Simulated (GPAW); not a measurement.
Here is a GPAW 26.7.0 calculation.

run.py

```python
from ase.dft.bandgap import bandgap
from ase.io import read, write
from ase.units import GPa
from gpaw import GPAW, PW

atoms = read('Cd2S.xyz')

calc = GPAW(mode=PW(600),
            xc='PBE',
            kpts={'size': (8, 8, 5), 'gamma': True},
            occupations={'name': 'fermi-dirac', 'width': 0.05},
            nbands=26,
            convergence={'density': 1e-05, 'energy': 1e-05},
            maxiter=150,
            txt='gpaw.txt')
atoms.calc = calc
energy = atoms.get_potential_energy()
forces = atoms.get_forces()
stress = atoms.get_stress()
calc.write('gs.gpw')
write('result.traj', atoms)
print(f'Energy: {energy:.6f} eV')
print('Forces (eV/A):')
print(forces.round(4))
print('Stress (GPa):', (stress / GPa).round(3))
print('Fermi level:', round(calc.get_fermi_level(), 4), 'eV')
print(f'Gap: {bandgap(calc)[0]:.4f} eV, direct: {bandgap(calc, direct=True)[0]:.4f} eV')
```

File Cd2S.xyz:

```xyz
3
Lattice="3.9626700490 0.0000000000 0.0000000000 -1.9813350245 3.4317729293 0.0000000000 0.0000000000 0.0000000000 5.8091920000" Properties=species:S:1:pos:R:3 pbc="T T T"
Cd    -0.0135067609      2.2608966189      5.4263720564
Cd     2.0175280714      1.2042331433      3.3235200719
S     -0.0381109792      2.2547674724      2.0835945130
```

Potentials or basis: GPAW PAW data sets (gpaw-data 1.2.1), pw.

Launch:

```console
$ OMP_NUM_THREADS=1 python run.py
```

What does it give for the largest force?

0.499 eV/Å.

Predict the band gap on the k mesh.

0.15 eV, indirect (least direct gap 0.47 eV).

Stress tensor (GPa, compression positive):
```
 0.43  0.70 -0.60
 0.70 -1.02 -0.57
-0.60 -0.57  0.73
```

Caveat: an odd mesh through Γ misses points on the zone boundary, where band edges often lie.
